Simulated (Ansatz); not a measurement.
**BAsPbO5: a single-point run**

Aim: the field gradients at the nuclei of BAsPbO5, from a sound single-point run.

Computed with Ansatz 0.2.0 (DFT, PBE, plane-wave PAW, default files, scalar-relativistic, unless a step's input says otherwise).

## 1. Starting point

Symmetry: P3_1, No. 144, trigonal system. Conventional cell: a = 5.813 Å, b = 5.813 Å, c = 5.610 Å, α = 90.00°, β = 90.00°, γ = 120.00°. Around B (site symmetry 1) lie 4 O at 1.16 to 1.23 Å. As (site symmetry 1) has 4 O at 1.35 to 1.41 Å as nearest neighbours. Pb (site symmetry 1) is surrounded by 10 O at 2.04 to 2.75 Å and 1 B at 2.67 Å and 2 As at 2.80 to 2.81 Å. Around O (site symmetry 1) lie 2 B at 1.16 Å. Around O (site symmetry 1) lie 1 As at 1.36 Å. O (site symmetry 1) has 1 B at 1.22 Å as nearest neighbours. Around O (site symmetry 1) lie 1 As at 1.35 Å. O (site symmetry 1) is surrounded by 1 B at 1.23 Å and 1 As at 1.41 Å.

Coordinates:

```cif
data_structure
_symmetry_space_group_name_H-M 'P3_1'
_symmetry_Int_Tables_number 144
_cell_length_a 5.8126
_cell_length_b 5.8126
_cell_length_c 5.6100
_cell_angle_alpha 90.000
_cell_angle_beta 90.000
_cell_angle_gamma 120.000
_cell_volume 164.15
loop_
_atom_site_label
_atom_site_type_symbol
_atom_site_symmetry_multiplicity
_atom_site_Wyckoff_symbol
_atom_site_fract_x
_atom_site_fract_y
_atom_site_fract_z
_atom_site_occupancy
B1 B 3 a 0.10555 0.09339 0.56640 1
As1 As 3 a 0.00176 0.40509 0.71121 1
Pb1 Pb 3 a 0.39603 0.99836 0.87756 1
O1 O 3 a 0.99356 0.04296 0.09149 1
O2 O 3 a 0.15664 0.59113 0.87360 1
O3 O 3 a 0.81766 0.66448 0.19128 1
O4 O 3 a 0.53926 0.39829 0.88948 1
O5 O 3 a 0.68212 0.81645 0.88933 1
```

## 2. The calculation

Input file input.yaml:

```yaml
crystal:
  lattice:
    - [5.81263041, 0.0, 0.0]
    - [-2.9063152, 5.0338856, 0.0]
    - [0.0, 0.0, 5.6099744]
  atoms:
    - { symbol: B, position: [0.105554, 0.09339, 0.566404] }
    - { symbol: B, position: [0.987836, 0.894446, 0.2330706667] }
    - { symbol: B, position: [0.90661, 0.012164, 0.8997373333] }
    - { symbol: As, position: [0.001763, 0.405092, 0.71121] }
    - { symbol: As, position: [0.403329, 0.998237, 0.3778766667] }
    - { symbol: As, position: [0.594908, 0.596671, 0.0445433333] }
    - { symbol: Pb, position: [0.396032, 0.998364, 0.87756] }
    - { symbol: Pb, position: [0.602332, 0.603968, 0.5442266667] }
    - { symbol: Pb, position: [0.001636, 0.397668, 0.2108933333] }
    - { symbol: O, position: [0.993561, 0.04296, 0.091495] }
    - { symbol: O, position: [0.95704, 0.950601, 0.4248283333] }
    - { symbol: O, position: [0.049399, 0.006439, 0.7581616667] }
    - { symbol: O, position: [0.156638, 0.591131, 0.873598] }
    - { symbol: O, position: [0.434493, 0.843362, 0.5402646667] }
    - { symbol: O, position: [0.408869, 0.565507, 0.2069313333] }
    - { symbol: O, position: [0.817658, 0.664476, 0.191285] }
    - { symbol: O, position: [0.335524, 0.153182, 0.5246183333] }
    - { symbol: O, position: [0.846818, 0.182342, 0.8579516667] }
    - { symbol: O, position: [0.539255, 0.398294, 0.889484] }
    - { symbol: O, position: [0.601706, 0.140961, 0.2228173333] }
    - { symbol: O, position: [0.859039, 0.460745, 0.5561506667] }
    - { symbol: O, position: [0.682119, 0.816449, 0.88933] }
    - { symbol: O, position: [0.183551, 0.86567, 0.2226633333] }
    - { symbol: O, position: [0.13433, 0.317881, 0.5559966667] }
kpoints:
  mp_grid: { grid: [4, 4, 3] }
scf:
  occupations: { method: fermi_dirac, width: 0.02 }
  max_iter: 75
hamiltonian:
  xc: pbe
  pseudopotentials: { kind: paw }
output:
  forces: true
  stress: true
  populations: true
  efg:
    quadrupole_moments_barn: { B: 0.04059, As: 0.311, O: -0.02558 }
    contact_densities: true
```

Launch:

```console
ansatz run input.yaml --threads 1 --pin off --max-ram 2560MiB --backend cpu --events-out ev --progress --plain --runs-dir out
```

Q: Will this input give a usable result? If not, why, and what should change?

The run converged and reported no error, with warnings (gradients without spin orbit). It gives a pressure of 380 GPa and a largest force of 28.4 eV/Å, which is large; a structure far from rest gives such values too, whatever the setting.

The structure is squeezed far below its natural size. The shortest distance in the input is 1.16 Å, between atoms 3 (B) and 12 (O).

Remedy: restore the intended size.
